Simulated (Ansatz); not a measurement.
# CH₃F₂InO: vertical ionisation energy

The task here is to estimate one member of a computed series from the others.

Method: unrestricted cation, the program's frozen cores in correlated methods; program: Ansatz 0.2.0, Gaussian basis.

Plan: UKS PBE-D4/def2-TZVPP; UKS r2SCAN-D4/def2-TZVPP; UKS PBE0-D4/def2-TZVPP; UKS B3LYP-D4/def2-TZVPP; UKS wB97X-V/def2-TZVPP; UKS wB97M-V/def2-TZVPP; UKS B2PLYP/def2-TZVPP; UHF-CCSD(T)/def2-TZVPP; UHF-MP2/def2-QZVPP; extrapolation to the limit; then −ε(HOMO) from the neutral's earlier runs with LDA (SPW92), PBE-D4, revPBE-D4, BLYP-D4, r2SCAN-D4, B97M-V, PBE0-D4, B3LYP-D4, r2SCANh-D4, r2SCAN0-D4, HSE06-D4, BHLYP-D4, CAM-B3LYP-D4, LC-ωPBE, ωB97X-V, ωB97M-V.

## The relaxed structure

The geometry comes from an earlier relaxation with PBE0-D4 in a triple-zeta def2 set; it is a stationary point, not always the lowest conformer. In takes the def2 core potential; no spin-orbit term is included.

SMILES `O[CH2][In]([F])[F]`, 8 atoms, charge 0, spin multiplicity 1.

Atoms are counted from 1 here; the program's logs count them from 0.

Bond lengths: O1–C2 1.389 Å, O1–H6 0.966 Å, C2–In3 2.170 Å, C2–H7 1.095 Å, C2–H8 1.088 Å, In3–F4 1.982 Å, In3–F5 1.929 Å. Angles: C2–O1–H6 109.5°, O1–C2–In3 106.3°, O1–C2–H7 114.0°, O1–C2–H8 109.3°, In3–C2–H7 106.5°, In3–C2–H8 111.2°, H7–C2–H8 109.5°, C2–In3–F4 96.4°, C2–In3–F5 153.8°, F4–In3–F5 109.8°.

Set-up of the first run:

in.yaml

```yaml
crystal:
  periodic: [false, false, false]
  atoms:
    - {symbol: O, position_ang: [0.044068, -0.934284, 1.343005]}
    - {symbol: C, position_ang: [0.817466, -0.040162, 0.614712]}
    - {symbol: In, position_ang: [-0.491890, 0.807981, -0.894151]}
    - {symbol: F, position_ang: [-1.651841, -0.785940, -1.101815]}
    - {symbol: F, position_ang: [-1.105802, 2.217986, -2.057901]}
    - {symbol: H, position_ang: [-0.462672, -1.489829, 0.736915]}
    - {symbol: H, position_ang: [1.650962, -0.506100, 0.077968]}
    - {symbol: H, position_ang: [1.199699, 0.730348, 1.281276]}
basis:
  gaussian: {orbitals: def2-TZVPP}
total_charge: 1
magnetization: {spin_polarized: true, initial_magnetization: 1}
hamiltonian: {xc: pbe, dispersion: d4}
```

Launch:

```sh
$ ansatz run in.yaml --threads 2 --pin off --events-out ev --progress --plain --max-ram 32768MiB --backend cpu
```

Steps of the session up to this table: Cation, UKS PBE-D4/def2-TZVPP; Cation, UKS r2SCAN-D4/def2-TZVPP; Cation, UKS PBE0-D4/def2-TZVPP; Cation, UKS B3LYP-D4/def2-TZVPP; Cation, UKS wB97X-V/def2-TZVPP; Cation, UKS wB97M-V/def2-TZVPP; Cation, UKS B2PLYP (frozen core)/def2-TZVPP; Cation, UHF-CCSD(T)/def2-TZVPP; Cation, UHF-MP2/def2-QZVPP.

One of the session's tables, all rows but one given; the rest of the session is left out.

It belongs to the step «Ionisation energies side by side». Orbital estimates, from the neutral's runs:

| functional | −ε(HOMO) (eV) |
| --- | --- |
| LDA (SPW92) | 6.90 |
| PBE-D4 | 6.63 |
| revPBE-D4 | 6.54 |
| BLYP-D4 | 6.57 |
| r2SCAN-D4 | 6.90 |
| B97M-V | 6.90 |
| PBE0-D4 | 7.94 |
| B3LYP-D4 | 7.78 |
| r2SCANh-D4 | 7.40 |
| r2SCAN0-D4 | 8.14 |
| HSE06-D4 | 7.54 |
| BHLYP-D4 | ? |
| CAM-B3LYP-D4 | 9.30 |
| LC-ωPBE | 10.47 |
| ωB97X-V | 10.17 |
| ωB97M-V | 10.11 |

Estimate the missing values for BHLYP-D4.

Worked estimate for «−ε(HOMO) (eV)». Against the share of exact exchange, BLYP-D4 (0, 6.57), B3LYP-D4 (0.2, 7.78) give a slope of 6.05 per unit share; at 0.5 the line stands at 9.59.

**Answer.** −ε(HOMO) (eV): 9.19. In «−ε(HOMO) (eV)» the line misses by +0.40.
